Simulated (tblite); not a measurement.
# CH5InS (SMILES C[S][InH2]): IPEA1-xTB

Aim: the electronic atomisation energy of CH5InS at IPEA1-xTB, from 5 runs. 

The calculation is run with tblite 0.8.0.

12 further runs of the same task are left out: 12 set aside as unsound or not needed.

### 1 The structure to begin with

The species is CH5InS (8 atoms), meant as a singlet with charge 0. SMILES: `C[S][InH2]`. Geometry: relaxed at PBE0-D4/def2-TZVP.

Bond lengths: C1–S2 1.820 Å, S2–In3 2.375 Å, C1–H4 1.090 Å, C1–H5 1.090 Å, C1–H6 1.090 Å, In3–H7 1.718 Å, In3–H8 1.710 Å. Angles: C1–S2–In3 103.3°, S2–C1–H4 108.9°, S2–C1–H5 112.0°, S2–C1–H6 108.9°, S2–In3–H7 113.6°, S2–In3–H8 116.4°, H4–C1–H5 109.0°, H4–C1–H6 109.0°, H5–C1–H6 109.0°, H7–In3–H8 130.0°.

### 2 Energy and forces at IPEA1-xTB

The input, run.py:

```python
import json
import numpy as np
from ase import Atoms
from ase.units import Bohr
from tblite.ase import TBLite
from ase.units import kcal, mol as mol_
from ase.units import Debye

molecule = Atoms(["C", "S", "In", "H", "H", "H", "H", "H"], positions=Bohr * np.array([
    [-1.366083, 2.169595, -0.972264],
    [-2.168650, -0.423677, 1.139883],
    [1.621007, -2.820416, 1.323375],
    [-2.626530, 2.119139, -2.600263],
    [0.582036, 2.055644, -1.629700],
    [-1.631967, 3.950095, 0.027968],
    [4.030597, -1.585102, -0.468841],
    [1.559402, -5.465466, 3.179464],
]))
start = molecule.get_positions()

molecule.calc = TBLite(method="IPEA1-xTB", accuracy=0.1, spin_polarization=1.0)
print(f"Potential energy: {molecule.get_potential_energy() / (kcal / mol_):.6f} kcal/mol")
print(f"Dipole: {np.linalg.norm(molecule.get_dipole_moment()) / Debye:.4f} D")
for a, q in zip(molecule, molecule.get_charges()):
    print(f"{a.symbol}{a.index + 1} {q:+.4f}")
print("Forces (eV/angstrom):")
for a, F in zip(molecule, molecule.get_forces()):
    print(f"{a.symbol:<2} {F[0]:11.6f} {F[1]:11.6f} {F[2]:11.6f}")
json.dump(dict(energy=molecule.get_potential_energy(), forces=molecule.get_forces().tolist(), dipole=molecule.get_dipole_moment().tolist(), charges=molecule.get_charges().tolist(),
               symbols=molecule.get_chemical_symbols(), start=start.tolist(), final=molecule.positions.tolist()), open("results.json", "w"))
```

Launch:

```console
python run.py
```

The log of the run:

```text
------------------------------------------------------------
  cycle        total energy    energy error   density error
------------------------------------------------------------
      1     -10.42991548126  -1.0545179E+01   2.5428030E-01
      2     -10.45651279393  -2.6597313E-02   1.4656623E-01
      3     -10.45577649994   7.3629399E-04   4.6432691E-02
      4     -10.45713950517  -1.3630052E-03   1.0359722E-02
      5     -10.45762061119  -4.8110602E-04   1.7645211E-03
      6     -10.45763421743  -1.3606241E-05   2.7333406E-04
      7     -10.45763424078  -2.3347694E-08   1.9002277E-04
      8     -10.45763441688  -1.7610336E-07   3.9495971E-05
      9     -10.45763442283  -5.9449068E-09   4.2101571E-06
     10     -10.45763442291  -8.5572438E-11   3.1694086E-07
------------------------------------------------------------

 total:                                   0.011 sec
Potential energy: -6562.264675 kcal/mol
Dipole: 2.2200 D
C1 -0.0219
S2 -0.1772
In3 +0.1826
H4 +0.0437
H5 +0.0456
H6 +0.0438
H7 -0.0610
H8 -0.0556
Forces (eV/angstrom):
C    -0.187279    0.692959   -0.411404
S    -0.671466    0.207850    0.117561
In    0.659178   -0.393039    0.016776
H     0.068032   -0.099874    0.202465
H     0.099743   -0.059848    0.003521
H    -0.005542   -0.235823    0.008565
H    -0.069475   -0.214527    0.175444
H     0.106809    0.102301   -0.112928
```

Run time: 0.27 s. Hardware: 1 thread of Intel Xeon at 2.70GHz, shared host.

### 3 The C atom: a single-point energy at IPEA1-xTB

The input, script.py:

```python
# IPEA1-xTB single point
import json
import numpy as np
from tblite.interface import Calculator

symbols = ["C"]
numbers = np.array([6])
positions = np.array([  # bohr
    [0.000000, 0.000000, 0.000000],
])

tb = Calculator("IPEA1-xTB", numbers, positions, charge=0, uhf=2)
tb.set("verbosity", 0)
tb.set("accuracy", 0.1)
tb.add("spin-polarization", 1.0)
sp = tb.singlepoint()

print(f"E(total): {sp.get('energy') * 2625.4996:.8f} kJ/mol")
eps = np.atleast_2d(sp.get("orbital-energies")) * 27.211386
occ = np.atleast_2d(sp.get("orbital-occupations"))
filled = occ.sum(axis=0) if eps.shape[0] == 1 else occ[0]
homo = np.nonzero(filled > 0.5)[0].max()
print("  MO   occupation   energy/eV")
for i in range(max(0, homo - 4), min(eps.shape[1], homo + 5)):
    print(f"{i + 1:4d} {filled[i]:10.4f} {eps[0, i]:12.4f}")
mu = sp.get("dipole") * 2.541746
print(f"|mu|: {np.linalg.norm(mu):.4f} D, components " + " ".join(f"{c:.4f}" for c in mu))
q = sp.get("charges")
print("Charges:", " ".join(f"{s}{i + 1}={c:+.4f}" for i, (s, c) in enumerate(zip(symbols, q))))
out = {k: np.asarray(sp.get(k)).tolist() for k in ("energy", "gradient", "charges", "dipole", "orbital-energies", "orbital-occupations")}
out.update(symbols=symbols, positions=(positions * 0.529177210903).tolist())
json.dump(out, open("results.json", "w"))
```

Run the same way, it converges to -1.93940 Eh (log not shown).

### 4 The H atom: the energy at IPEA1-xTB

The input, job.py:

```python
import json
import numpy as np
from tblite.interface import Calculator

symbols = ["H"]
numbers = np.array([1])
positions = np.array([  # bohr
    [0.000000, 0.000000, 0.000000],
])

calc = Calculator("IPEA1-xTB", numbers, positions, charge=0, uhf=1)
calc.set("verbosity", 0)
calc.set("accuracy", 0.1)
calc.add("spin-polarization", 1.0)
res = calc.singlepoint()

print(f"Energy: {res.get('energy'):.8f} Eh")
eps = np.atleast_2d(res.get("orbital-energies")) * 27.211386
occ = np.atleast_2d(res.get("orbital-occupations"))
filled = occ.sum(axis=0) if eps.shape[0] == 1 else occ[0]
homo = np.nonzero(filled > 0.5)[0].max()
print(f"HOMO {eps[0, homo]:.4f} eV")
if homo + 1 < eps.shape[1]:
    print(f"LUMO {eps[0, homo + 1]:.4f} eV, gap {eps[0, homo + 1] - eps[0, homo]:.4f} eV")
mu = res.get("dipole") * 2.541746
print(f"dipole: {np.linalg.norm(mu):.4f} D, components " + " ".join(f"{c:.4f}" for c in mu))
q = res.get("charges")
print("Charges:", " ".join(f"{s}{i + 1}={c:+.4f}" for i, (s, c) in enumerate(zip(symbols, q))))
out = {k: np.asarray(res.get(k)).tolist() for k in ("energy", "gradient", "charges", "dipole", "orbital-energies", "orbital-occupations")}
out.update(symbols=symbols, positions=(positions * 0.529177210903).tolist())
json.dump(out, open("results.json", "w"))
```

Launch:

```console
python job.py
```

The log of the run:

```text
Energy: -0.42248672 Eh
HOMO -12.4710 eV
LUMO -5.5092 eV, gap 6.9618 eV
dipole: 0.0000 D, components 0.0000 0.0000 0.0000
Charges: H1=-0.0000
```

Wall time 0.17 s (1 thread of Intel Xeon at 2.70GHz, shared host).

### 5 The In atom: a single-point energy at IPEA1-xTB

The input, molecule.xyz:

```xyz
1

In     0.000000     0.000000     0.000000
```

The input, calc.py:

```python
import json
import numpy as np
from ase.io import read
from tblite.ase import TBLite
from ase.units import kcal, mol as mol_
from ase.units import Debye

system = read("molecule.xyz")
start = system.get_positions()

system.calc = TBLite(
    method="IPEA1-xTB",
    charge=0,
    multiplicity=2,
    accuracy=0.1,
    spin_polarization=1.0,
)
print(f"E: {system.get_potential_energy() / (kcal / mol_):.6f} kcal/mol")
print(f"Dipole: {np.linalg.norm(system.get_dipole_moment()) / Debye:.4f} D")
for a, q in zip(system, system.get_charges()):
    print(f"{a.symbol}{a.index + 1} {q:+.4f}")
json.dump(dict(energy=system.get_potential_energy(), forces=system.get_forces().tolist(), dipole=system.get_dipole_moment().tolist(), charges=system.get_charges().tolist(),
               symbols=system.get_chemical_symbols(), start=start.tolist(), final=system.positions.tolist()), open("results.json", "w"))
```

Launch:

```console
python calc.py
```

The log of the run:

```text
------------------------------------------------------------
  cycle        total energy    energy error   density error
------------------------------------------------------------
      1     -1.261538258944  -1.2615383E+00   4.0578998E-01
      2     -1.261545411229  -7.1522852E-06   2.4500232E-01
      3     -1.261546769643  -1.3584131E-06   1.9475362E-03
      4     -1.261546770197  -5.5437765E-10   7.0201134E-04
      5     -1.261546770304  -1.0701684E-10   1.2585430E-05
      6     -1.261546770304  -3.0864200E-14   2.1988034E-09
------------------------------------------------------------

 total:                                   0.001 sec
E: -791.632550 kcal/mol
Dipole: 0.0000 D
In1 +0.0000
```

It took 0.73 s on 1 thread of Intel Xeon at 2.70GHz, shared host.

### 6 The S atom: a single-point energy at IPEA1-xTB

The input, molecule.xyz:

```xyz
1

S      0.000000     0.000000     0.000000
```

The input, script.py:

```python
import json
import numpy as np
from tblite.interface import Calculator
from tblite.interface import symbols_to_numbers

symbols = list(map(str, np.loadtxt("molecule.xyz", skiprows=2, usecols=0, dtype=str, ndmin=1)))
numbers = np.array(symbols_to_numbers(symbols))
positions = np.loadtxt("molecule.xyz", skiprows=2, usecols=(1, 2, 3), ndmin=2) / 0.52917721

calculator = Calculator("IPEA1-xTB", numbers, positions, charge=0, uhf=2)
calculator.set("accuracy", 0.1)
calculator.add("spin-polarization", 1.0)
res = calculator.singlepoint()

print(f"Total energy: {res.get('energy') * 2625.4996:.8f} kJ/mol")
eps = np.atleast_2d(res.get("orbital-energies")) * 27.211386
occ = np.atleast_2d(res.get("orbital-occupations"))
filled = occ.sum(axis=0) if eps.shape[0] == 1 else occ[0]
homo = np.nonzero(filled > 0.5)[0].max()
print("  MO   occupation   energy/eV")
for i in range(max(0, homo - 4), min(eps.shape[1], homo + 5)):
    print(f"{i + 1:4d} {filled[i]:10.4f} {eps[0, i]:12.4f}")
mu = res.get("dipole") * 2.541746
print(f"Dipole moment: {np.linalg.norm(mu):.4f} D, components " + " ".join(f"{c:.4f}" for c in mu))
q = res.get("charges")
print("Charges:", " ".join(f"{s}{i + 1}={c:+.4f}" for i, (s, c) in enumerate(zip(symbols, q))))
out = {k: np.asarray(res.get(k)).tolist() for k in ("energy", "gradient", "charges", "dipole", "orbital-energies", "orbital-occupations")}
out.update(symbols=symbols, positions=(positions * 0.529177210903).tolist())
json.dump(out, open("results.json", "w"))
```

Run the same way, it converges to -3.61676 Eh (log not shown).

### 7 What came out

At IPEA1-xTB:

```
                                     quantity         value
                       molecule: total energy  -10.45763 Eh
                      molecule: dipole moment        2.22 D
           molecule: largest force on an atom    0.827 eV/Å
                         C atom: total energy   -1.93940 Eh
                        C atom: dipole moment        0.00 D
C atom: HOMO energy (as the program lists it)     -11.01 eV
C atom: LUMO energy (as the program lists it)      -4.73 eV
             C atom: largest force on an atom    0.000 eV/Å
                         H atom: total energy   -0.42249 Eh
                        H atom: dipole moment        0.00 D
H atom: HOMO energy (as the program lists it)     -12.47 eV
             H atom: largest force on an atom    0.000 eV/Å
                        In atom: total energy   -1.26155 Eh
                       In atom: dipole moment        0.00 D
            In atom: largest force on an atom    0.000 eV/Å
                         S atom: total energy   -3.61676 Eh
                        S atom: dipole moment        0.00 D
S atom: HOMO energy (as the program lists it)     -12.98 eV
S atom: LUMO energy (as the program lists it)      -2.46 eV
             S atom: largest force on an atom    0.000 eV/Å
                electronic atomisation energy     41.565 eV
```

**Reading.** Taking the molecule apart into free atoms costs 41.57 eV (4010 kJ/mol), before zero-point energy and without spin-orbit coupling. The largest force (molecule) is 0.83 eV/Å: the shape isn't a stationary point for this species at this level. Tight-binding and semi-empirical models aren't fitted to free atoms, so this value can be far from the true one.
